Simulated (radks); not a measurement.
**Pd in [Ar] 3d10 4s2 4p5 4d10 5d1: an all-electron calculation**

Aim: the levels, the sizes of the orbitals and the parts of the energy of neutral palladium.

The numbers are computed with radks (a radial shooting solver on a logarithmic mesh, Libxc functionals) version 1 (Dirac Kohn-Sham, PBE, spin-unpolarised, spherical densities, point nucleus; open shells fill j = l - 1/2 first), except any that are marked as measured or tabulated.

## (1) Starting point

| Quantity | Value |
| --- | --- |
| element | palladium (Z = 46) |
| charge | 0 |
| electrons | 46 |
| configuration | [Ar] 3d10 4s2 4p5 4d10 5d1 |

## (2) Self-consistent calculation

Settings of this run:

```text
Z 46
configuration [Ar] 3d10 4s2 4p5 4d10 5d1
relativity Dirac
functional pbe,pbe
spin unpolarised
j_filling energy
nucleus point
c 137.035999084
```

What does the calculation give?

As calculated:

```
                        quantity                   value
                    total energy     -5044.94910 hartree
exchange-correlation share of it                  2.85 %
                            −T/E                  1.0445
          highest occupied level        5d3/2, -0.719 eV
    most extended occupied level  5d3/2, <r> = 10.4 bohr
 radius at density 0.001 e/bohr³               3.70 bohr
    maxima of the radial density                       5
```

**Reading.** 5 principal shells are occupied and 5 maxima appear in the radial density. Relativity lifts −T/E to 1.045. This is not the tabulated ground configuration, so its levels and sizes aren't those of the ground state, and no measured value stands beside it.
